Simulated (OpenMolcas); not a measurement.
# Nb³⁺ among point charges: CASSCF levels and susceptibility

How does a field of 6 point charges split the states of Nb³⁺, and what χT follows?

Method: state-averaged CASSCF, spin-orbit coupling by RASSI with atomic mean-field integrals. Code: OpenMolcas 26.06.

1 further run of the same task is left out (it didn't finish).

### Step 1. The system

```
Species                           : Nb³⁺ (niobium, Z = 41, 38 electrons)
Basis                             : ANO-RCC-VDZP [6s5p3d1f], 43 functions
Scalar Hamiltonian                : DKH2, point nucleus
Inactive shells                   : 1s 2s 2p 3s 3p 3d 4s 4p
Active space                      : 2 electrons in 5 orbitals (4d)
Some configurations of this space : 4d²
Orbitals                          : optimised for each spin and parity, averaged over all roots
```

Outer shells as boxes (Hund's rule):

4d2
```
4d [↑ ][↑ ][  ][  ][  ]
```

The ion sits among 6 point charges of -1.7 e arranged as an octahedron (Oh), 1.77 Å from the ion. The active orbitals were held to one l.

Each step is its own input file, run in one work folder so that later steps find the files of earlier ones. Labels, J, g values, rates, χT and fits are worked out afterwards by a script from the matrices that RASSI stores. The input lists half of the charges; inversion (Group=XYZ) makes the rest.

### Step 2. GATEWAY and SEWARD: basis and integrals

a.inp

```
&GATEWAY
Coord
1

Nb 0.0 0.0 0.0
Basis=ANO-RCC-VDZP
Group=XYZ
NoMove
AngMom=0.0 0.0 0.0
AMFI
XField
3 Angstrom 0
1.770000 0.000000 0.000000 -1.700000
0.000000 1.770000 0.000000 -1.700000
0.000000 0.000000 1.770000 -1.700000
&SEWARD
```

Launch:

```sh
> OMP_NUM_THREADS=1 MOLCAS_MEM=1689 MOLCAS_PROJECT=a pymolcas a.inp > a.log
```

### Step 3. Reference wave functions, triplets of even parity, 10 roots

a.inp

```
&RASSCF
FileOrb=start.orb
Symmetry=1
Spin=3
nActEl=2 0 0
Inactive=9 9
Ras2=5 0
CIRoot=10 10 1
SDav=10
CIMx=300
Iter=120 100
PrWF=0.3
OrbListing=Nothing
MaxOrb=0
SupSym
1
15 4 5 6 7 8 10 11 12 13 14 17 18 19 20 21
0
>>> COPY $Project.JobIph JOB001
```

start.orb holds the contracted functions of the basis, ordered by shell, or the orbitals of the step before.

### Step 4. CASSCF: singlets of even parity, 15 roots

a.inp

```
&RASSCF
FileOrb=start.orb
Symmetry=1
Spin=1
nActEl=2 0 0
Inactive=9 9
Ras2=5 0
CIRoot=15 15 1
SDav=15
CIMx=300
Iter=120 100
PrWF=0.3
OrbListing=Nothing
MaxOrb=0
SupSym
1
15 4 5 6 7 8 10 11 12 13 14 17 18 19 20 21
0
>>> COPY $Project.JobIph JOB002
```

### Step 5. State interaction with spin-orbit coupling

a.inp

```
&RASSI
NrOfJobIphs=2 10 15
1 2 3 4 5 6 7 8 9 10
1 2 3 4 5 6 7 8 9 10 11 12 13 14 15
IphNames
JOB001
JOB002
EJob
SpinOrbit
DIPRint=1.0
SOCoupling=1000.0
Subsets=2
Property=9
'ANGMOM' 1 'ANGMOM' 2 'ANGMOM' 3 'MLTPL  1' 1 'MLTPL  1' 2 'MLTPL  1' 3
'AMFI' 1 'AMFI' 2 'AMFI' 3
SOProperty=3
'ANGMOM' 1 'ANGMOM' 2 'ANGMOM' 3
```

**Question.** What will these runs give? Wanted: spin-free ground state; first state of the same spin within the active space; lowest level; next level.

**Answer**, as computed:

| quantity | value |
| --- | --- |
| method | CASSCF |
| spin-free ground state | 3T1, 3-fold in its orbital part |
| first state of the same spin within the active space | 3T2 at 27500 cm⁻¹ |
| lowest level | 2-fold E, g = 0.00, 0.00, 0.00 |
| next level | 9.7 cm⁻¹ |
| χT at 300 K | 0.66 cm³ K/mol |
| effective moment at 300 K | 2.29 μB |

**Reading.** The spin-free ground state (3T1) comes to 86 % from free-ion F terms and keeps the highest spin of the shell. χT at 300 K is 0.66, against 1.00 cm³ K/mol for the spin alone, so spin-orbit coupling lowers it. A ligand-field fit to the states below 45000 cm-1 gives 10Dq = 29399 cm-1, B = 601 cm-1 and C = 2096 cm-1 (C/B = 3.49), with a deviation of 225 cm-1. The field of point charges can differ much from that of real complexes. Point charges carry no covalency, so the field is a model and not that of real ligands.
